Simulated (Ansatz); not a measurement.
# C2H5OSi (charge +1): two geometries relaxed

Aim: relax the geometries before and after the inversion of the pyramid at O4, and see whether they are two minima and how far apart in energy. SMILES of the start: C[Si]#C[OH2+].

Program: Ansatz 0.2.0. Level of theory: RKS PBE0/def2-SVP. These are calculated values, not measurements.

### 1 The structure to begin with

Bond lengths: C1–Si2 1.867 Å, Si2–C3 1.727 Å, C3–O4 1.509 Å, C1–H5 1.093 Å, C1–H6 1.095 Å, C1–H7 1.095 Å, O4–H8 0.977 Å, O4–H9 0.977 Å. Angles: C1–Si2–C3 169.4°, Si2–C1–H5 110.5°, Si2–C1–H6 111.2°, Si2–C1–H7 111.3°, H5–C1–H6 107.8°, H5–C1–H7 107.8°, H6–C1–H7 108.0°, Si2–C3–O4 122.2°, C3–O4–H8 105.2°, C3–O4–H9 105.1°, H8–O4–H9 108.9°.

Structure file:

```xyz
9

C     0.0661    1.6919   -1.2961
Si    0.0242    0.1147   -0.2984
C     0.0206   -1.4888    0.3427
O    -0.1165   -1.7638    1.8202
H     0.2037    1.4697   -2.3575
H     0.8907    2.3394   -0.9801
H    -0.8671    2.2548   -1.1899
H     0.6793   -2.2777    2.0599
H    -0.9009   -2.3402    1.8992
```

### 2 Relaxing end A

Input file input.yaml:

```yaml
crystal:
  periodic: [false, false, false]
  atoms:
    - { symbol: C, position_ang: [0.0661, 1.69191, -1.29607] }
    - { symbol: Si, position_ang: [0.0242, 0.11471, -0.29837] }
    - { symbol: C, position_ang: [0.02061, -1.48884, 0.34265] }
    - { symbol: O, position_ang: [-0.11653, -1.76378, 1.8202] }
    - { symbol: H, position_ang: [0.20372, 1.46971, -2.35746] }
    - { symbol: H, position_ang: [0.89067, 2.33943, -0.98007] }
    - { symbol: H, position_ang: [-0.8671, 2.25477, -1.18993] }
    - { symbol: H, position_ang: [0.67927, -2.27772, 2.05988] }
    - { symbol: H, position_ang: [-0.90093, -2.34019, 1.89917] }
total_charge: 1
basis:
  gaussian: { orbitals: def2-SVP }
hamiltonian:
  xc: pbe0
relax:
  f_tol: 0.015
  max_steps: 40
```

The run is started by

```
$ ansatz run input.yaml --threads 1 --pin off --max-ram 2048MiB --backend cpu --events-out ev --progress --plain --runs-dir out
```

Log, cut to the lines that bear on the results:

```text
Warning: RAYON_NUM_THREADS=1 ignored (pool sized by the plan → 1); use --threads N
[...]
Functional definition: PBE0
[...]
916 factors; integrals over basis functions are off by at most 3.5e-4 eV
[...]
mean field -12053.36750017 eV, -442.9530855654 hartree, gradient 7.4e-5 eV, S^2 0.000000; 0 other end points of the search recorded, 0 dependent functions left out
[...]
reference -12053.36752351 eV, -442.9530864231 hartree; 19, 19 occupied and 66, 66 virtual orbitals, 916 factors
relax step   1: F+E_penalty+E_count = -12053.36750017 eV  Δ(F+E_penalty+E_count) = +0.000e0 eV  max|allowed force component| = 2.183e0 eV/Å  Δτ_max = 0.0000 Å  (27 SCF iters, accepted)
[...]
relax step   4: F+E_penalty+E_count = -12053.87292206 eV  Δ(F+E_penalty+E_count) = -1.242e-3 eV  max|allowed force component| = 2.526e0 eV/Å  Δτ_max = 0.1921 Å  (31 SCF iters, accepted)
[...]
relax step   7: F+E_penalty+E_count = -12054.09143761 eV  Δ(F+E_penalty+E_count) = -1.462e-2 eV  max|allowed force component| = 2.305e-1 eV/Å  Δτ_max = 0.0692 Å  (28 SCF iters, accepted)
[...]
relax step  10: F+E_penalty+E_count = -12054.09729419 eV  Δ(F+E_penalty+E_count) = -2.742e-4 eV  max|allowed force component| = 4.761e-2 eV/Å  Δτ_max = 0.0071 Å  (25 SCF iters, accepted)
[...]
relax step  11: F+E_penalty+E_count = -12054.09728074 eV  Δ(F+E_penalty+E_count) = +1.345e-5 eV  max|allowed force component| = 2.203e-2 eV/Å  Δτ_max = 0.0188 Å  (28 SCF iters, rejected (line search))
[...]
relax step  12: F+E_penalty+E_count = -12054.09751901 eV  Δ(F+E_penalty+E_count) = -2.248e-4 eV  max|allowed force component| = 9.936e-3 eV/Å  Δτ_max = 0.0080 Å  (27 SCF iters, accepted)
916 factors; integrals over basis functions are off by at most 3.9e-4 eV
[...]
mean field -12054.09751901 eV, -442.9799132628 hartree, gradient 6.7e-5 eV, S^2 0.000000; 1 other end points of the search recorded, 0 dependent functions left out
[...]
reference -12054.09754356 eV, -442.9799141652 hartree; 19, 19 occupied and 66, 66 virtual orbitals, 916 factors
Total energy: -12054.09754356 eV, -442.9799141652 hartree
Atom 0 at     0.067116     1.631214    -1.271402 Å, force    -0.000381     0.000593    -0.002635 eV/Å
Atom 1 at    -0.051516     0.683465     0.323909 Å, force    -0.000322     0.003356     0.003077 eV/Å
Atom 2 at    -0.029568    -0.933144     0.642007 Å, force     0.000019    -0.009936     0.006278 eV/Å
Atom 3 at    -0.088535    -1.930117     1.605591 Å, force    -0.000021     0.002146    -0.003832 eV/Å
Atom 4 at     0.204758     0.925197    -2.102471 Å, force     0.000430     0.000752    -0.001011 eV/Å
Atom 5 at     0.918459     2.325771    -1.214219 Å, force     0.000388     0.000272    -0.000144 eV/Å
Atom 6 at    -0.857065     2.211691    -1.412032 Å, force    -0.000239    -0.000149    -0.000341 eV/Å
Atom 7 at     0.734398    -2.430713     1.791439 Å, force     0.002035     0.001170    -0.000723 eV/Å
Atom 8 at    -0.898037    -2.483365     1.637178 Å, force    -0.001909     0.001796    -0.000669 eV/Å
Dipole moment:    -0.022592    -0.824491     0.515744 e Å
```

Wall time 31 s (1 thread of Arm Neoverse V2, shared host); peak memory 0.15 GiB.

Step by step:

```
step  energy from step 1 (eV)  largest force component (eV/Å)
   1                   0.0000                          2.1831
   2                  -0.2880                          1.3944
   3                  -0.5042                          1.3711
   4                  -0.5054                          2.5256
   5                  -0.6813                          0.6634
   6                  -0.7093                          0.4090
   7                  -0.7239                          0.2305
  8x                  -0.7161                          0.2985
   9                  -0.7295                          0.1280
  10                  -0.7298                          0.0476
 11x                  -0.7298                          0.0220
  12                  -0.7300                          0.0099
```

Step 1 is the start. 2 steps were tried and not accepted (marked x).

After: Bond lengths: C1–Si2 1.859 Å, Si2–C3 1.648 Å, C3–O4 1.388 Å, C1–H5 1.099 Å, C1–H6 1.100 Å, C1–H7 1.100 Å, O4–H8 0.981 Å, O4–H9 0.981 Å. Angles: C1–Si2–C3 131.7°, Si2–C1–H5 109.2°, Si2–C1–H6 109.1°, Si2–C1–H7 109.0°, H5–C1–H6 110.4°, H5–C1–H7 110.3°, H6–C1–H7 108.9°, Si2–C3–O4 147.0°, C3–O4–H8 117.5°, C3–O4–H9 117.6°, H8–O4–H9 113.5°.

### 3 End point B

The second end starts from a geometry with the move made by hand.

Changes to input.yaml since step 2:

```diff
@@ -10,4 +10,4 @@
     - { symbol: H, position_ang: [-0.8671, 2.25477, -1.18993] }
-    - { symbol: H, position_ang: [0.67927, -2.27772, 2.05988] }
-    - { symbol: H, position_ang: [-0.90093, -2.34019, 1.89917] }
+    - { symbol: H, position_ang: [0.62157, -1.2803, 2.24012] }
+    - { symbol: H, position_ang: [-0.95864, -1.34258, 2.07945] }
 total_charge: 1
```

The run is started by

```
$ ansatz run input.yaml --threads 1 --pin off --max-ram 2048MiB --backend cpu --events-out ev --progress --plain --runs-dir out
```

Log, cut to the lines that bear on the results:

```text
Warning: RAYON_NUM_THREADS=1 ignored (pool sized by the plan → 1); use --threads N
[...]
[... 1 set-up line as earlier in the session ...]
[...]
915 factors; integrals over basis functions are off by at most 3.5e-4 eV
[...]
mean field -12053.04693013 eV, -442.9413048336 hartree, gradient 4.9e-5 eV, S^2 0.000000; 0 other end points of the search recorded, 0 dependent functions left out
[...]
reference -12053.04695234 eV, -442.9413056499 hartree; 19, 19 occupied and 66, 66 virtual orbitals, 915 factors
relax step   1: F+E_penalty+E_count = -12053.04693013 eV  Δ(F+E_penalty+E_count) = +0.000e0 eV  max|allowed force component| = 2.112e0 eV/Å  Δτ_max = 0.0000 Å  (27 SCF iters, accepted)
[...]
relax step   4: F+E_penalty+E_count = -12053.88634125 eV  Δ(F+E_penalty+E_count) = -1.920e-1 eV  max|allowed force component| = 1.129e0 eV/Å  Δτ_max = 0.1947 Å  (31 SCF iters, accepted)
[...]
Total energy: -12054.09756952 eV, -442.9799151190 hartree
Atom 0 at     0.077701     1.712200    -1.391537 Å, force    -0.000602     0.007972    -0.011463 eV/Å
Atom 1 at    -0.042236     0.935996     0.293362 Å, force     0.000275     0.005854     0.007696 eV/Å
Atom 2 at    -0.054590    -0.639655     0.774847 Å, force    -0.000432    -0.005594    -0.002053 eV/Å
Atom 3 at    -0.127341    -1.532011     1.834482 Å, force    -0.000637    -0.007034     0.006620 eV/Å
Atom 4 at     0.223336     0.924247    -2.143740 Å, force     0.000872    -0.002589    -0.002719 eV/Å
Atom 5 at     0.923625     2.415411    -1.405462 Å, force     0.001479    -0.000410     0.002452 eV/Å
Atom 6 at    -0.849885     2.268046    -1.595753 Å, force    -0.000974    -0.002106     0.001741 eV/Å
Atom 7 at     0.684738    -2.032578     2.063590 Å, force    -0.001398     0.002375    -0.002153 eV/Å
Atom 8 at    -0.950750    -2.056627     1.930732 Å, force     0.001416     0.001532    -0.000121 eV/Å
Dipole moment:    -0.038350    -0.767575     0.597749 e Å
```

Wall time 40 s (1 thread of Arm Neoverse V2, shared host); peak memory 0.15 GiB.

Step by step:

```
step  energy from step 1 (eV)  largest force component (eV/Å)
   1                   0.0000                          2.1123
   2                  -0.3975                          1.1069
   3                  -0.6474                          1.9620
   4                  -0.8394                          1.1287
   5                  -0.9811                          0.4443
   6                  -1.0160                          0.2897
   7                  -1.0243                          0.1856
   8                  -1.0294                          0.0920
  9x                  -1.0231                          0.3023
  10                  -1.0318                          0.2717
  11                  -1.0437                          0.1688
  12                  -1.0496                          0.0831
  13                  -1.0499                          0.0915
  14                  -1.0505                          0.0305
  15                  -1.0506                          0.0115
```

Step 1 is the start. 1 step was tried and not accepted (marked x).

After: Bond lengths: C1–Si2 1.859 Å, Si2–C3 1.648 Å, C3–O4 1.387 Å, C1–H5 1.099 Å, C1–H6 1.100 Å, C1–H7 1.100 Å, O4–H8 0.981 Å, O4–H9 0.981 Å. Angles: C1–Si2–C3 131.7°, Si2–C1–H5 109.2°, Si2–C1–H6 109.1°, Si2–C1–H7 108.9°, H5–C1–H6 110.3°, H5–C1–H7 110.3°, H6–C1–H7 108.8°, Si2–C3–O4 147.0°, C3–O4–H8 117.6°, C3–O4–H9 117.6°, H8–O4–H9 113.5°.

### 4 What came out

| quantity | value |
| --- | --- |
| end A | 9 moves, 0.730 eV lower |
| end B | 13 moves, 1.051 eV lower |
| largest difference between the ends | 0.02 Å |
| end B relative to end A | -0.000 eV |

Both starts fell into the same minimum (no atom differs by more than 0.02 Å), so from this start no second minimum was found and no band was run; another arrangement could still be one.
